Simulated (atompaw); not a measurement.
**Te: generating and testing a PAW (atompaw) potential**

Do these settings give a usable potential? It is generated, then checked for scattering, ghosts and hardness.

Program: atompaw 4.2.0.5. Reference atom: PBE, scalar-relativistic, spherical and spin-unpolarised. All values are calculated.

**1. The design**

Typed settings, in words:

- element: tellurium (Te, Z = 52)
- type: PAW
- frozen core: [Ar] 3d10 4s2
- valence charge: 22
- reference configuration: 4p6 4d10 5s1.75 5p4.25
- partial waves: 5s (bound): rc 1.75 bohr; 5s channel at 0.05 Ry: rc 1.75 bohr; 4p (bound): rc 1.00 bohr; 5p (bound): rc 1.75 bohr; 4d (bound): rc 1.75 bohr; 4d channel at -2.7 Ry: rc 1.75 bohr
- local potential: bessel scheme, radius 1.20 bohr
- core correction: smooth core density matched at 1.50 bohr
- augmentation charge: besselshape compensation charge, radius 1.70 bohr; PAW radius 1.75 bohr; waves and projectors: custom polynom2 7 10 vanderbiltortho

**2. The generation run**

Input file Te.input:

```
Te 52
GGA-PBE scalarrelativistic loggrid 1500 logderivrange -10 5 376
5 5 4 0 0 0
5 0 1.75
5 1 4.25
0 0 0
c
c
c
c
v
c
c
v
v
c
v
2
1.75 1.70 1.20 1.50
y
0.05
n
n
y
-2.7
n
custom polynom2 7 10 vanderbiltortho besselshape
bessel
1.75
1.75
1.00
1.75
1.75
1.75
PWSCFOUT
UPFDX 0.0125d0 UPFXMIN -7.d0 UPFZMESH 52.d0
END
```

On the command line:

```console
$ atompaw < Te.input > Te.log
```

**Question.** What will these runs give? Wanted: cutoffs; bound ghosts; largest phase difference near zero energy, channels read; lowest eigenvalue of the overlap; share of valence orbitals outside the PAW sphere; UPF file.

As calculated:

```
                                                quantity                             value
                                                 cutoffs                    not determined
                                            bound ghosts                    not determined
largest phase difference near zero energy, channels read                         0.005 rad
         lowest eigenvalue of the overlap (Bessel basis)                         0.131 (s)
        share of valence orbitals outside the PAW sphere  5s 65 %, 4p 1 %, 5p 83 %, 4d 4 %
                                                UPF file                           written
```

Even at 400 Ry an occupied level stays 37 mRy from its reference, so no cutoffs are read. The basis also finds an s level at -19.71 Ry, below the valence levels, which may be a ghost. Ghosts could not be judged. Near zero energy the phases of the channels with partial waves agree within 0.005 rad.
